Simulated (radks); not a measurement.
# Ge with its nuclear charge varied continuously

An exercise on one series of results from a longer session: the logs are not shown, and one member is left open.

The numbers are computed with radks (a radial shooting solver on a logarithmic mesh, Libxc functionals) version 1 (Dirac Kohn-Sham, PBE, spin-unpolarised, spherical densities, point nucleus; open shells fill j = l - 1/2 first), except any that are marked as measured or tabulated.

## The system

- element: germanium (Z = 32)
- charge: 0
- electrons: 32
- configuration: [Ar] 3d10 4s2 4p2

Set-up of the first run:

Settings of this run:

```text
Z 32
configuration [Ar] 3d10 4s2 4p2
relativity Dirac
functional pbe,pbe
spin unpolarised
j_filling energy
nucleus point
c 137.035999084
```

Among the steps run: Z = 32.

One of the session's tables, all rows but one given; the rest of the session is left out.

From the orbitals of this run (lengths in bohr):

```
level     <r>  outermost maximum (interpolated)  90 % within  nodes
3s1/2  0.6241                             0.543        0.934      2
3p1/2  0.6398                             0.538        0.984      1
3p3/2  0.6505                             0.546         1.00      1
3d3/2  0.7335                             0.502         1.25      0
3d5/2  0.7389                             0.505         1.25      0
4s1/2   2.119                              1.74         3.21      3
4p1/2   2.871                              2.19         4.55      2
4p3/2       ?                                 ?            ?      ?
```

Estimate the missing values for 4p3/2.

As computed: <r>: 2.931; outermost maximum (interpolated): 2.23; 90 % within: 4.65; nodes: 2. In the column «<r>» it is the highest.
